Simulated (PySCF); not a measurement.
**C2H7NSi (SMILES C=N[SiH2]C) at BLYP/cc-pVDZ**

Aim: the vertical ionisation energy of C2H7NSi at BLYP/cc-pVDZ, from 2 runs. The job is set up through a Python script.

The calculation is run with PySCF 2.14.0.

## (1) The system as given

C2H7NSi has 11 atoms, charge 0, and is taken as a singlet. SMILES: `C=N[SiH2]C`. The coordinates come from a PBE0-D4/def2-TZVP relaxation. This is one conformer, not always the lowest.

Bond lengths: C1–N2 1.257 Å, N2–Si3 1.747 Å, Si3–C4 1.862 Å, C1–H5 1.097 Å, C1–H6 1.103 Å, Si3–H7 1.497 Å, Si3–H8 1.486 Å, C4–H9 1.092 Å, C4–H10 1.093 Å, C4–H11 1.092 Å. Some angles: C1–N2–Si3 124.0°, N2–Si3–C4 108.8°, N2–C1–H5 120.4°, N2–C1–H6 124.2°, N2–Si3–H7 110.9°, N2–Si3–H8 106.9°, C4–Si3–H7 110.6°, C4–Si3–H8 110.8°, Si3–C4–H9 110.4°, Si3–C4–H10 110.6°.

## (2) The energy at BLYP/cc-pVDZ

File start.xyz:

```xyz
11

C     -0.763200     2.027200     0.389900
N     -0.749500     1.001600    -0.336400
Si    -0.379200    -0.602800     0.247400
C      1.068600    -1.271000    -0.713200
H     -0.997700     3.009000    -0.039500
H     -0.550300     2.023600     1.471900
H     -0.075100    -0.581600     1.713400
H     -1.590400    -1.434700     0.023400
H      0.849500    -1.270200    -1.783000
H      1.292800    -2.296000    -0.407900
H      1.959900    -0.662200    -0.545500
```

File input.py:

```python
from pyscf import gto, dft

mol = gto.Mole()
mol.atom = 'start.xyz'
mol.verbose = 3
mol.basis = 'cc-pvdz'
mol.max_memory = 1860
mol.build()

mf = dft.RKS(mol, xc='blyp')
mf.grids.level = 4
mf.conv_tol = 1e-10
mf.kernel()
if not mf.converged:
    mf = mf.newton().run(mf.mo_coeff, mf.mo_occ)

energy = mf.e_tot
print('Final energy', energy)
```

Run with:

```sh
$ OMP_NUM_THREADS=1 python input.py
```

The program printed:

```text
converged SCF energy = -424.579775174432
Final energy -424.5797751744322
```

Run time: 21 s. Hardware: 1 thread of Arm Neoverse V1, shared host; peak memory 0.48 GiB.

## (3) The doublet cation, same level

File geometry.xyz:

```xyz
11
C2H7NSi
C     -0.763200     2.027200     0.389900
N     -0.749500     1.001600    -0.336400
Si    -0.379200    -0.602800     0.247400
C      1.068600    -1.271000    -0.713200
H     -0.997700     3.009000    -0.039500
H     -0.550300     2.023600     1.471900
H     -0.075100    -0.581600     1.713400
H     -1.590400    -1.434700     0.023400
H      0.849500    -1.270200    -1.783000
H      1.292800    -2.296000    -0.407900
H      1.959900    -0.662200    -0.545500
```

File job.py:

```python
from pyscf import gto, dft

mol = gto.Mole()
mol.atom = 'geometry.xyz'
mol.spin = 1
mol.max_memory = 1860
mol.verbose = 3
mol.basis = 'cc-pvdz'
mol.charge = 1
mol.build()

mf = dft.UKS(mol, xc='blyp')
mf.grids.level = 4
mf.conv_tol = 1e-10
mf.kernel()
if not mf.converged:
    mf = mf.newton().run(mf.mo_coeff, mf.mo_occ)

e_final = mf.e_tot
print('Final energy', e_final)
```

Run with:

```sh
$ OMP_NUM_THREADS=1 python job.py
```

The program printed:

```text
WARN: HOMO -0.279926192275158 >= LUMO -0.279926192275159

converged SCF energy = -424.255076242576  <S^2> = 0.75570872  2S+1 = 2.0057006
Final energy -424.2550762425764
```

Run time: 44 s. Hardware: 1 thread of Arm Neoverse V1, shared host; peak memory 0.5 GiB.

## (4) What came out

At BLYP/cc-pVDZ:

| quantity | value |
| --- | --- |
| singlet C2H7NSi: total energy | -424.57978 Eh |
| singlet C2H7NSi: dipole moment | 0.92 D |
| singlet C2H7NSi: HOMO energy | -5.29 eV |
| singlet C2H7NSi: LUMO energy | -1.47 eV |
| singlet C2H7NSi: HOMO–LUMO gap | 3.82 eV |
| doublet cation: total energy | -424.25508 Eh |
| doublet cation: HOMO energy (highest over α and β) | -12.64 eV |
| doublet cation: LUMO energy (lowest over α and β) | -12.25 eV |
| doublet cation: ⟨S²⟩ | 0.756 |
| vertical ionisation energy (to the doublet cation) | 8.836 eV |

In words: Removing an electron at fixed nuclei costs 8.84 eV (852 kJ/mol). The negative HOMO energy of the first species, 5.29 eV, lies 3.54 eV below that difference. Mulliken charges (singlet C2H7NSi) run from -0.21 on N2 to +0.33 on Si3; they depend strongly on the basis.
